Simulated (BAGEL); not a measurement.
**C4H12Si (tetramethylsilane): a chain of runs**

Wanted: the energy (HF/6-31G*), then a single-point energy (NEVPT2(2,2)/6-31G*) of C4H12Si (tetramethylsilane). 

Program for the calculation: BAGEL 1.2.2.

## 1. The structure to begin with

The species is C4H12Si (17 atoms), meant as a singlet with charge 0. SMILES: `C[Si](C)(C)C`. The shape is that of a PBE0-D4/def2-TZVP optimisation.

Bond lengths: C1–Si2 1.876 Å, Si2–C3 1.876 Å, Si2–C4 1.876 Å, Si2–C5 1.876 Å, C1–H6 1.093 Å, C1–H7 1.093 Å, C1–H8 1.093 Å, C3–H9 1.093 Å, C3–H10 1.093 Å, C3–H11 1.093 Å, C4–H12 1.093 Å, C4–H13 1.093 Å, C4–H14 1.093 Å, C5–H15 1.093 Å, C5–H16 1.093 Å, C5–H17 1.093 Å. Some angles: C1–Si2–C3 109.5°, C1–Si2–C4 109.5°, C1–Si2–C5 109.5°, C3–Si2–C4 109.5°, C3–Si2–C5 109.5°, C4–Si2–C5 109.5°, Si2–C1–H6 111.2°, Si2–C1–H7 111.2°, Si2–C1–H8 111.2°, Si2–C3–H9 111.2°.

## 2. A single-point energy at HF/6-31G(d) (density fitting with svp-jkfit, spherical functions) (run 1)

Contents of hf.json:

```json
{ "bagel" : [

{
  "title" : "molecule",
  "basis" : "6-31gs.json",
  "df_basis" : "svp-jkfit",
  "angstrom" : true,
  "geometry" : [
    { "atom" : "C", "xyz" : [      -0.369268,       0.858658,      -1.626323 ] },
    { "atom" : "Si", "xyz" : [      -0.000038,       0.000008,       0.000047 ] },
    { "atom" : "C", "xyz" : [       1.621842,       0.640608,       0.691327 ] },
    { "atom" : "C", "xyz" : [       0.128820,      -1.849550,      -0.284830 ] },
    { "atom" : "C", "xyz" : [      -1.381398,       0.350238,       1.219857 ] },
    { "atom" : "H", "xyz" : [      -0.449458,       1.940908,      -1.492253 ] },
    { "atom" : "H", "xyz" : [      -1.311548,       0.505558,      -2.054233 ] },
    { "atom" : "H", "xyz" : [       0.420032,       0.671688,      -2.359633 ] },
    { "atom" : "H", "xyz" : [       1.865722,       0.155288,       1.640367 ] },
    { "atom" : "H", "xyz" : [       1.576462,       1.718318,       0.870617 ] },
    { "atom" : "H", "xyz" : [       2.447592,       0.452748,      -0.000423 ] },
    { "atom" : "H", "xyz" : [       0.343320,      -2.378710,       0.647710 ] },
    { "atom" : "H", "xyz" : [       0.928170,      -2.085290,      -0.992750 ] },
    { "atom" : "H", "xyz" : [      -0.803640,      -2.252680,      -0.689400 ] },
    { "atom" : "H", "xyz" : [      -2.341808,      -0.012882,       0.843787 ] },
    { "atom" : "H", "xyz" : [      -1.193698,      -0.138272,       2.179957 ] },
    { "atom" : "H", "xyz" : [      -1.481048,       1.423108,       1.406157 ] }
  ]
},

{
  "title" : "hf"
},

{
  "title" : "print",
  "file" : "orbitals.molden",
  "orbitals" : true
}

]}
```

The basis set 6-31G* is read from a file made from the Basis Set Exchange's data (not shown).

Run with:

```console
BAGEL_NUM_THREADS=1 BAGEL hf.json > hf.out
```

Log:

```text
* using 1 threads per process

  ===============================================================
  ===============================================================

  *** Geometry ***

  { "atom" : "C", "xyz" : [     -0.697815,      1.622628,     -3.073305 ] },
  { "atom" : "Si", "xyz" : [     -0.000072,      0.000015,      0.000089 ] },
  { "atom" : "C", "xyz" : [      3.064837,      1.210574,      1.306419 ] },
  { "atom" : "C", "xyz" : [      0.243435,     -3.495143,     -0.538251 ] },
  { "atom" : "C", "xyz" : [     -2.610464,      0.661854,      2.305196 ] },
  { "atom" : "H", "xyz" : [     -0.849353,      3.667785,     -2.819949 ] },
  { "atom" : "H", "xyz" : [     -2.478467,      0.955366,     -3.881938 ] },
  { "atom" : "H", "xyz" : [      0.793745,      1.269306,     -4.459060 ] },
  { "atom" : "H", "xyz" : [      3.525704,      0.293452,      3.099844 ] },
  { "atom" : "H", "xyz" : [      2.979081,      3.247150,      1.645228 ] },
  { "atom" : "H", "xyz" : [      4.625279,      0.855570,     -0.000799 ] },
  { "atom" : "H", "xyz" : [      0.648781,     -4.495110,      1.223995 ] },
  { "atom" : "H", "xyz" : [      1.753987,     -3.940627,     -1.876026 ] },
  { "atom" : "H", "xyz" : [     -1.518660,     -4.256948,     -1.302777 ] },
  { "atom" : "H", "xyz" : [     -4.425376,     -0.024343,      1.594526 ] },
  { "atom" : "H", "xyz" : [     -2.255762,     -0.261296,      4.119522 ] },
  { "atom" : "H", "xyz" : [     -2.798775,      2.689284,      2.657252 ] },

  Number of auxiliary basis functions:      644

  Since a DF basis is specified, we compute 2- and 3-index integrals:
    o Being stored without compression. Storage requirement is 0.049 GB

  Number of basis functions:       98
  Number of electrons      :       50

    * METHOD: MOLECULE                             0.51

  *** RHF ***

  === Nuclear Repulsion ===
   246.3964125604

      * DIIS with orbital gradients will be used.

  === RHF iteration (6-31gs.json) ===
      0       -447.23893753          0.01391406           0.13
      1       -447.38990536          0.00468720           0.13
      2       -447.40908202          0.00123097           0.13
      3       -447.41052789          0.00008969           0.13
      4       -447.41053932          0.00003086           0.13
      5       -447.41054020          0.00000341           0.13
      6       -447.41054022          0.00000083           0.13
      7       -447.41054022          0.00000009           0.13
      8       -447.41054022          0.00000002           0.13
      9       -447.41054022          0.00000001           0.13
    * SCF iteration converged.

    * Permanent dipole moment:
           (    0.000065,    -0.000019,    -0.000056) a.u.

    * METHOD: HF                                   1.61

    * METHOD: PRINT                                0.02

  ===============================================================
```

It took 2.3 s on 1 thread of Arm Neoverse V1, shared host; peak memory 0.19 GiB.

## 3. A single-point energy at NEVPT2(2,2)/6-31G(d) (density fitting with svp-jkfit, spherical functions) (run 2)

Contents of calc.json:

```json
{ "bagel" : [

{
  "title" : "molecule",
  "basis" : "6-31gs.json",
  "df_basis" : "svp-jkfit",
  "angstrom" : true,
  "geometry" : [
    { "atom" : "C", "xyz" : [   -0.369268,    0.858658,   -1.626323 ] },
    { "atom" : "Si", "xyz" : [   -0.000038,    0.000008,    0.000047 ] },
    { "atom" : "C", "xyz" : [    1.621842,    0.640608,    0.691327 ] },
    { "atom" : "C", "xyz" : [    0.128820,   -1.849550,   -0.284830 ] },
    { "atom" : "C", "xyz" : [   -1.381398,    0.350238,    1.219857 ] },
    { "atom" : "H", "xyz" : [   -0.449458,    1.940908,   -1.492253 ] },
    { "atom" : "H", "xyz" : [   -1.311548,    0.505558,   -2.054233 ] },
    { "atom" : "H", "xyz" : [    0.420032,    0.671688,   -2.359633 ] },
    { "atom" : "H", "xyz" : [    1.865722,    0.155288,    1.640367 ] },
    { "atom" : "H", "xyz" : [    1.576462,    1.718318,    0.870617 ] },
    { "atom" : "H", "xyz" : [    2.447592,    0.452748,   -0.000423 ] },
    { "atom" : "H", "xyz" : [    0.343320,   -2.378710,    0.647710 ] },
    { "atom" : "H", "xyz" : [    0.928170,   -2.085290,   -0.992750 ] },
    { "atom" : "H", "xyz" : [   -0.803640,   -2.252680,   -0.689400 ] },
    { "atom" : "H", "xyz" : [   -2.341808,   -0.012882,    0.843787 ] },
    { "atom" : "H", "xyz" : [   -1.193698,   -0.138272,    2.179957 ] },
    { "atom" : "H", "xyz" : [   -1.481048,    1.423108,    1.406157 ] }
  ]
},
{ "title" : "hf" },
{ "title" : "casscf", "nstate" : 1, "nact" : 2, "nclosed" : 24, "active" : [25, 27], "maxiter" : 200, "natocc" : true },
{ "title" : "nevpt2", "nstate" : 1, "nact" : 2, "nclosed" : 24, "active" : [25, 27], "maxiter" : 200, "natocc" : true, "ncore" : 9 },
{ "title" : "print", "file" : "orbitals.molden", "orbitals" : true }

]}
```

The basis set 6-31G* is read from a file made from the Basis Set Exchange's data (not shown).

Run with:

```console
BAGEL_NUM_THREADS=1 BAGEL calc.json > calc.out
```

Log:

```text
* using 1 threads per process

  ===============================================================
  ===============================================================

  *** Geometry ***

  { "atom" : "C", "xyz" : [     -0.697815,      1.622628,     -3.073305 ] },
  { "atom" : "Si", "xyz" : [     -0.000072,      0.000015,      0.000089 ] },
  { "atom" : "C", "xyz" : [      3.064837,      1.210574,      1.306419 ] },
  { "atom" : "C", "xyz" : [      0.243435,     -3.495143,     -0.538251 ] },
  { "atom" : "C", "xyz" : [     -2.610464,      0.661854,      2.305196 ] },
  { "atom" : "H", "xyz" : [     -0.849353,      3.667785,     -2.819949 ] },
  { "atom" : "H", "xyz" : [     -2.478467,      0.955366,     -3.881938 ] },
  { "atom" : "H", "xyz" : [      0.793745,      1.269306,     -4.459060 ] },
  { "atom" : "H", "xyz" : [      3.525704,      0.293452,      3.099844 ] },
  { "atom" : "H", "xyz" : [      2.979081,      3.247150,      1.645228 ] },
  { "atom" : "H", "xyz" : [      4.625279,      0.855570,     -0.000799 ] },
  { "atom" : "H", "xyz" : [      0.648781,     -4.495110,      1.223995 ] },
  { "atom" : "H", "xyz" : [      1.753987,     -3.940627,     -1.876026 ] },
  { "atom" : "H", "xyz" : [     -1.518660,     -4.256948,     -1.302777 ] },
  { "atom" : "H", "xyz" : [     -4.425376,     -0.024343,      1.594526 ] },
  { "atom" : "H", "xyz" : [     -2.255762,     -0.261296,      4.119522 ] },
  { "atom" : "H", "xyz" : [     -2.798775,      2.689284,      2.657252 ] },

  Number of auxiliary basis functions:      644

  Since a DF basis is specified, we compute 2- and 3-index integrals:
    o Being stored without compression. Storage requirement is 0.049 GB

  Number of basis functions:       98
  Number of electrons      :       50

    * METHOD: MOLECULE                             0.51

  *** RHF ***

  === Nuclear Repulsion ===
   246.3964125604

      * DIIS with orbital gradients will be used.

  === RHF iteration (6-31gs.json) ===
      0       -447.23893753          0.01391406           0.13
      1       -447.38990536          0.00468720           0.13
      2       -447.40908202          0.00123097           0.13
      3       -447.41052789          0.00008969           0.13
      4       -447.41053932          0.00003086           0.13
      5       -447.41054020          0.00000341           0.13
      6       -447.41054022          0.00000083           0.13
      7       -447.41054022          0.00000009           0.13
      8       -447.41054022          0.00000002           0.13
      9       -447.41054022          0.00000001           0.13
    * SCF iteration converged.

    * Permanent dipole moment:
           (    0.000065,    -0.000019,    -0.000056) a.u.

    * METHOD: HF                                   1.61

  ---------------------------
      CASSCF calculation
  ---------------------------

    ==== Active orbitals : =====
         Orbital 25
         Orbital 27
    ============================

    * nstate   :      1
    * nclosed  :     24
    * nact     :      2
    * nvirt    :     72
  === CASSCF iteration (6-31gs.json) ===

    * Using the second-order algorithm

      0  0      -447.41060533     1.65e-05      0.04

      1  0      -447.41097700     7.92e-05      0.47

      2  0      -447.41421501     3.80e-04      0.59

      3  0      -447.42095153     6.75e-04      0.60

      4  0      -447.42252806     9.42e-05      0.74

      5  0      -447.42257740     3.24e-05      0.72

      6  0      -447.42257871     1.18e-05      0.72

      7  0      -447.42257876     3.84e-06      0.73

      8  0      -447.42257876     1.19e-06      0.72

      9  0      -447.42257877     3.58e-07      0.72

     10  0      -447.42257877     1.07e-07      0.67

     11  0      -447.42257877     3.21e-08      0.64

     12  0      -447.42257877     9.58e-09      0.56

    * Second-order optimization converged. *

     guess   0:   closed 1.                   open ..

  === FCI iteration ===

      0  0      -447.41044008     7.08e-02      0.00
      1  0      -447.42257526     9.13e-04      0.00
      2  0 *    -447.42257877     1.22e-15      0.00

     * ci vector, state   0, <S^2> = 0.0000
       2.     0.9963485177
       .2    -0.0853793371

    * METHOD: CASSCF                               8.24

    * freezing 9 orbitals

  === DF-NEVPT2 calculation ===

    * 3-index integral transformation done
    * assembly done

      NEVPT2 correlation energy:   -0.5891338877      0.36

          (+0)     -0.5223701128
          (+0)'    -0.0211275870
          (+1)     -0.0072303188
          (+1)'    -0.0000000000
          (+2)     -0.0001944730
          (-1)     -0.0313904615
          (-1)'     0.0000000000
          (-2)     -0.0068209346

      NEVPT2 total energy:       -448.0117126531

    * METHOD: NEVPT2                               0.62

    * METHOD: PRINT                                0.03

  ===============================================================
```

Wall time 11 s (1 thread of Arm Neoverse V1, shared host); peak memory 0.19 GiB.

## 4. What came out

| quantity | value |
| --- | --- |
| run 1, HF/6-31G*: total energy | -447.41054 Eh |
| run 1, HF/6-31G*: dipole moment | 0.00 D |
| run 1, HF/6-31G*: HOMO energy | -11.46 eV |
| run 1, HF/6-31G*: LUMO energy | 5.52 eV |
| run 1, HF/6-31G*: HOMO–LUMO gap | 16.98 eV |
| run 2, NEVPT2(2,2)/6-31G*: total energy | -448.01171 Eh |
